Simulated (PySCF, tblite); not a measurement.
# C5H6FNSi2: geometry, infrared bands and NMR shifts

What infrared bands and NMR shifts should C5H6FNSi2 (`[H]/N=C/C1=C[Si@](F)(C#C)[SiH2]1`) show?

Programs: tblite 0.8.0 and PySCF 2.14.0, with density-fitted response routines of our own. Each step states its level of theory. These are calculated values for one molecule in the gas phase, unless marked as measured. Atoms are numbered from 0 throughout.

## 1. The molecule as given

15 atoms, charge 0, multiplicity 1; geometry from: force field or distance geometry start.

Bonds of the start (Å): C0–C1 1.22, C1–Si2 1.81, Si2–F3 1.71, Si2–C4 1.81, C4–C5 1.27, C5–C6 1.49, C6–N7 1.28, C5–Si8 1.81, Si8–Si2 2.15, C0–H9 1.05, C4–H10 1.16, C6–H11 1.06, N7–H12 1.08, Si8–H13 1.48, Si8–H14 1.50.

## 2. Geometry optimisation with GFN2-xTB

The job: settings as JSON, then the geometry in Å.

```
{"job": {"kind": "relax", "xc": "GFN2-xTB", "basis": "xTB"}, "charge": 0, "multiplicity": 1}
C      3.768900    -0.795000    -0.729200
C      2.768900    -0.096000    -0.760200
Si     1.277000     0.920800    -0.778600
F      1.505400     2.445200    -1.519000
C     -0.203400     0.028200    -1.309500
C     -1.026000    -0.059600    -0.342600
C     -2.372600    -0.689100    -0.245400
N     -2.950100    -0.611800     0.891400
Si    -0.054500     0.810200     0.906600
H      4.627800    -1.401100    -0.705600
H     -0.358600    -0.388900    -2.382500
H     -2.841300    -1.185100    -1.054500
H     -3.925000    -1.033700     1.069000
H      0.442500    -0.022800     2.026400
H     -0.663400     2.087000     1.406200
```

On the command line:

```
> OMP_NUM_THREADS=1 python probes_run.py task.json out
```

This one command runs all jobs of the session in turn.

**Question.** This job is followed by: GFN2-xTB harmonic vibrations, gas phase; GIAO PBE0/pcSseg-1 NMR shielding, non-relativistic, gas phase. What will the session give for the following? strongest single infrared mode (GFN2-xTB); zero-point energy (GFN2-xTB); 13C shifts against TMS (PBE0/pcSseg-1); 1H shifts against TMS (PBE0/pcSseg-1); 29Si shifts against TMS (PBE0/pcSseg-1); 19F shifts against CFCl3 (PBE0/pcSseg-1); 15N shifts against NH3 (PBE0/pcSseg-1).

The runs gave:

| quantity | value |
| --- | --- |
| strongest single infrared mode (GFN2-xTB) | 2225 cm⁻¹, 471 km/mol |
| zero-point energy (GFN2-xTB) | 56.2 kcal/mol |
| 13C shifts against TMS (PBE0/pcSseg-1) | 183.3, 181.3, 174.0, 105.2, 88.1 ppm |
| 1H shifts against TMS (PBE0/pcSseg-1) | 12.25, 8.81, 8.11, 5.06, 5.00, 2.27 ppm |
| 29Si shifts against TMS (PBE0/pcSseg-1) | -3.7, -38.3 ppm |
| 19F shifts against CFCl3 (PBE0/pcSseg-1) | -179.2 ppm |
| 15N shifts against NH3 (PBE0/pcSseg-1) | 392.0 ppm |

**Reading.** Relaxing lowered the energy by 1.387 eV in 102 steps; the close pair that moved most is Si2–Si8, from 2.151 to 2.341 Å. All 39 modes are real, so the xTB geometry is a minimum. The strongest single mode, at 2225 cm⁻¹, moves mainly H14 and H13. Unscaled tight-binding wavenumbers are off by several per cent, some by more. Its intensities can rank the bands wrongly. At PBE0/pcSseg-1: The widest tensor belongs to N7: span 731 ppm, with a paramagnetic part of -443 ppm.
